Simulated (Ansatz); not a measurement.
# CH4BClN2O: molecular dynamics

The plan is to follow the molecule's vibrations and see whether its bonds hold. The start is relaxed first. Runs: 339 steps of 0.5 fs under a Nosé-Hoover thermostat at 700 K. SMILES of the start: NC(=O)NBCl.

Program: Ansatz 0.2.0. Level of theory: RHF/STO-3G. These are calculated values, not measurements.

### Step 1. Starting point

Bond lengths: N1–C2 1.470 Å, C2–O3 1.242 Å, C2–N4 1.367 Å, N4–B5 1.520 Å, B5–Cl6 1.857 Å, N1–H7 1.030 Å, N1–H8 1.026 Å, N4–H9 1.095 Å, B5–H10 1.189 Å. Angles: N1–C2–O3 118.7°, N1–C2–N4 123.0°, O3–C2–N4 118.3°, C2–N1–H7 116.7°, C2–N1–H8 119.0°, H7–N1–H8 124.1°, C2–N4–B5 127.1°, C2–N4–H9 121.0°, B5–N4–H9 111.9°, N4–B5–Cl6 123.4°, N4–B5–H10 119.0°, Cl6–B5–H10 117.5°.

As a file:

```xyz
10

N     0.9479   -1.6349   -0.7815
C     0.7047   -0.2669   -0.3029
O     1.6386    0.5516   -0.3373
N    -0.4966    0.1415    0.2062
B    -0.8477    1.5232    0.7339
Cl   -2.5260    1.9704    1.3904
H     0.1412   -2.2758   -0.7800
H     1.8668   -1.8683   -1.1745
H    -1.3487   -0.5441    0.2592
H     0.0029    2.3522    0.7894
```

### Step 2. Relaxing the start

input.yaml reads:

```yaml
crystal:
  periodic: [false, false, false]
  atoms:
    - { symbol: "N", position_ang: [0.9479, -1.6349, -0.7815] }
    - { symbol: C, position_ang: [0.7047, -0.2669, -0.3029] }
    - { symbol: O, position_ang: [1.6386, 0.5516, -0.3373] }
    - { symbol: "N", position_ang: [-0.4966, 0.1415, 0.2062] }
    - { symbol: B, position_ang: [-0.8477, 1.5232, 0.7339] }
    - { symbol: Cl, position_ang: [-2.526, 1.9704, 1.3904] }
    - { symbol: H, position_ang: [0.1412, -2.2758, -0.78] }
    - { symbol: H, position_ang: [1.8668, -1.8683, -1.1745] }
    - { symbol: H, position_ang: [-1.3487, -0.5441, 0.2592] }
    - { symbol: H, position_ang: [0.0029, 2.3522, 0.7894] }
basis:
  gaussian: { orbitals: STO-3G }
hamiltonian:
  xc: hf
relax:
  f_tol: 0.02
  max_steps: 40
scf:
  lower_state_search: "off"
```

Launch:

```sh
ansatz run input.yaml --threads 1 --pin off --max-ram 2048MiB --backend cpu --events-out ev --progress --plain --runs-dir out
```

Further steps of the session: The run.

**Question.** What will these runs give? Wanted: relaxation of the start; temperature, first and last step; temperature, second half; potential energy, second half; largest change of the conserved energy; bonds formed or broken.

**Answer**, as computed:

| quantity | value |
| --- | --- |
| relaxation of the start | 10 moves, 1.316 eV lower |
| length | 339 steps of 0.5 fs |
| temperature, first and last step | 700 and 587 K |
| temperature, second half | mean 498 K, from 214 to 751 K |
| potential energy, second half | +52 meV/atom from the start |
| largest change of the conserved energy | 1.10 meV/atom |
| bonds formed or broken | 0 |

What this shows: Against a set 700 K the second half averages 498 K with a spread of 117 K; 52 meV/atom has gone into potential energy, and a thermostat that acts over some 100 fs has not made it up in 170 fs. The conserved energy strays from its start by at most 1.10 meV/atom, 2.5 % of the mean kinetic energy, fair for a step of 0.5 fs. The bonding pattern survives the run. A run of 170 fs with 10 atoms shows the motion but fixes no equilibrium value. The nuclei move classically, without zero-point motion, which matters most for hydrogen. The basis is very small, so the numbers are rough.
